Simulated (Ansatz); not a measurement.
# CsBe2: the cost of one run

Method: DFT PBE, scalar-relativistic, plane waves, PAW, in Ansatz 0.2.0.

3 further runs of the same task are left out: 2 that didn't finish, 1 set aside as unsound or not needed.

### Step 1. Starting point

It takes space group P-3m1 (No. 164, trigonal). Conventional cell: a = 4.329 Å, b = 4.329 Å, c = 8.560 Å, α = 90.00°, β = 90.00°, γ = 120.00°. Cs (site symmetry -3m) is surrounded by 6 Be at 3.97 Å and 6 Cs at 4.33 Å. Be (site symmetry 3m) has 3 Be at 3.45 Å as nearest neighbours.

Structure file:

```
Cs Be
1.0
     4.32931    0.00000    0.00000
    -2.16466    3.74929    0.00000
     0.00000    0.00000    8.55977
Cs Be
1 2
Direct
  0.00000 0.00000 0.50000
  0.33333 0.66667 0.86091
  0.66667 0.33333 0.13909
```

Recipe of the guess: close-packed layers stacked ABC|A (P-3m1, No. 164). Lengths come from tabulated atomic sizes and are only a guess.

### Step 2. The guess as it stands, on a coarse mesh

The input, input.yaml:

```yaml
crystal:
  lattice:
    - [4.32931043, 0.0, 0.0]
    - [-2.16465521, 3.74929281, 0.0]
    - [0.0, 0.0, 8.55976709]
  atoms:
    - { symbol: Cs, position: [0.0, 0.0, 0.5] }
    - { symbol: Be, position: [0.33333333, 0.66666667, 0.86091206] }
    - { symbol: Be, position: [0.66666667, 0.33333333, 0.13908794] }
basis:
  ecutwfc: 420
kpoints:
  mp_grid: { grid: [6, 6, 2] }
hamiltonian:
  xc: pbe
scf:
  occupations: { method: gaussian, width: 0.1 }
  lower_state_search: "off"
output:
  forces: true
  stress: true
  eigenvalues: true
```

Command:

```bash
$ ansatz run input.yaml --threads 1 --pin off --max-ram 2048MiB --backend cpu --events-out ev --progress --plain --runs-dir out
```

Q: Estimate wall time and peak memory on 1 thread of Arm Neoverse V2, shared host.

About 1.6 s, with a peak of 0.34 GiB.
